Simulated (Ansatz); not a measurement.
Zr3Mn:

```xyz
4
Lattice="4.3732 0.0000 0.0000 0.0000 4.3732 0.0000 0.0000 0.0000 4.3732" Properties=species:S:1:pos:R:3 pbc="T T T"
Zr    2.1866    2.1866    0.0000
Zr    2.1866    0.0000    2.1866
Zr    0.0000    2.1866    2.1866
Mn    0.0000    0.0000    0.0000
```

The cell comes from a database or a generator and needn't be the stable form of this composition.

Base run:

```yaml
Program: Ansatz 0.2.0
Functional: PBE
Potentials_or_basis: Ansatz PAW
Cutoff: 420 eV
Density_cutoff: 1680 eV
k_mesh: 6 × 6 × 6
Occupations: fermi-dirac, width 0.05 eV
Spin: collinear spin, ferromagnetic start
Starting_moments: "[0.0, 0.0, 0.0, 4.0] μB"
```

Its results: band gap on the k mesh none (metal or under the smearing width); pressure -0.2 GPa; net moment 3.27 μB per cell; site moments Zr -0.09; Mn +3.58 μB.

Task: The run is repeated on the same cell with these changes: functional from PBE to PBEsol; occupations from fermi-dirac, width 0.05 eV to gaussian, width 0.1 eV. What comes out?

Result: Band gap on the k mesh none (metal or under the smearing width); pressure -4.4 GPa; net moment 3.31 μB per cell; site moments Zr -0.08; Mn +3.56 μB.

Caveats: the PAW data sets come from PBE, with cores solved anew for the run's functional, which leaves a small shift of forces and pressure (some runs).

Not every run made on this cell is shown here.
